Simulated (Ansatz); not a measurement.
**H₇NSeSi₂: one species, many methods**

An exercise on one series of results from a longer session: the logs are not shown, and one member is left open.

Program: Ansatz 0.2.0, Gaussian basis. Level of theory: functionals in def2-TZVPP, the program's frozen cores in correlated methods. These are calculated values, not measurements.

Plan: PBE-D4, r2SCAN-D4, PBE0-D4, B3LYP-D4, ωB97X-V, ωB97M-V, B2PLYP; CCSD(T)/def2-TZVPP; MP2/def2-QZVPP; extrapolation to the limit.

## Structure used throughout

The geometry comes from an earlier relaxation with PBE0-D4 in a triple-zeta def2 set; it is a stationary point, not always the lowest conformer.

SMILES `[SiH3]N[SiH2][SeH]`, 11 atoms, charge 0, spin multiplicity 1.

Atoms are counted from 1 here; the program's logs count them from 0.

Bond lengths: Si1–N2 1.732 Å, Si1–H5 1.488 Å, Si1–H6 1.487 Å, Si1–H7 1.484 Å, N2–Si3 1.718 Å, N2–H8 1.010 Å, Si3–Se4 2.283 Å, Si3–H9 1.483 Å, Si3–H10 1.483 Å, Se4–H11 1.469 Å. Angles: N2–Si1–H5 113.1°, N2–Si1–H6 109.7°, N2–Si1–H7 106.9°, H5–Si1–H6 107.9°, H5–Si1–H7 109.0°, H6–Si1–H7 110.2°, Si1–N2–Si3 126.6°, Si1–N2–H8 117.2°, Si3–N2–H8 115.4°, N2–Si3–Se4 114.1°, N2–Si3–H9 106.8°, N2–Si3–H10 111.8°, Se4–Si3–H9 111.0°, Se4–Si3–H10 101.9°, H9–Si3–H10 111.3°, Si3–Se4–H11 93.4°.

Set-up of the first run:

File in.yaml:

```yaml
crystal:
  periodic: [false, false, false]
  atoms:
    - {symbol: Si, position_ang: [-0.338773, 1.551949, -0.702388]}
    - {symbol: N, position_ang: [-0.496359, 0.376152, 0.559048]}
    - {symbol: Si, position_ang: [0.587728, -0.912864, 0.897764]}
    - {symbol: Se, position_ang: [0.976873, -2.296480, -0.876453]}
    - {symbol: H, position_ang: [-1.129801, 1.215226, -1.916587]}
    - {symbol: H, position_ang: [-0.798033, 2.878478, -0.212194]}
    - {symbol: H, position_ang: [1.099861, 1.608644, -1.062372]}
    - {symbol: H, position_ang: [-1.381249, 0.335992, 1.043585]}
    - {symbol: H, position_ang: [0.017325, -1.664167, 2.042498]}
    - {symbol: H, position_ang: [1.952447, -0.419791, 1.204631]}
    - {symbol: H, position_ang: [-0.424821, -2.730042, -0.956932]}
basis:
  gaussian: {orbitals: def2-TZVPP}
hamiltonian: {xc: pbe, dispersion: d4}
output: {forces: true, orbitals: {seedname: orbitals}}
```

Command:

```bash
ansatz run in.yaml --threads 4 --pin off --events-out ev --progress --plain --max-ram 10444MiB
```

Steps of the session up to this table: PBE-D4 (GGA); r2SCAN-D4 (meta-GGA); PBE0-D4 (hybrid); B3LYP-D4 (hybrid); ωB97X-V (range-separated); ωB97M-V (range-separated); B2PLYP (double hybrid); CCSD(T) in def2-TZVPP; MP2 in def2-QZVPP.

One table of the session follows, with a row left open; its other results are not shown here.

| method | atomisation energy (eV) |
| --- | --- |
| PBE-D4 | 34.904 |
| r2SCAN-D4 | 34.952 |
| PBE0-D4 | 34.632 |
| B3LYP-D4 | 35.100 |
| ωB97X-V | 35.385 |
| ωB97M-V | 35.113 |
| B2PLYP | 34.553 |
| HF/def2-TZVPP | 25.417 |
| MP2/def2-TZVPP | 34.096 |
| CCSD/def2-TZVPP | 33.697 |
| CCSD(T)/def2-TZVPP | 34.115 |
| MP2/CBS | ? |
| CCSD(T)/CBS | 35.236 |

**Question.** Estimate the row for MP2/CBS.

As computed: atomisation energy (eV): 35.218. In the column «atomisation energy (eV)» it lies between ωB97M-V (35.113) and CCSD(T)/CBS (35.236).
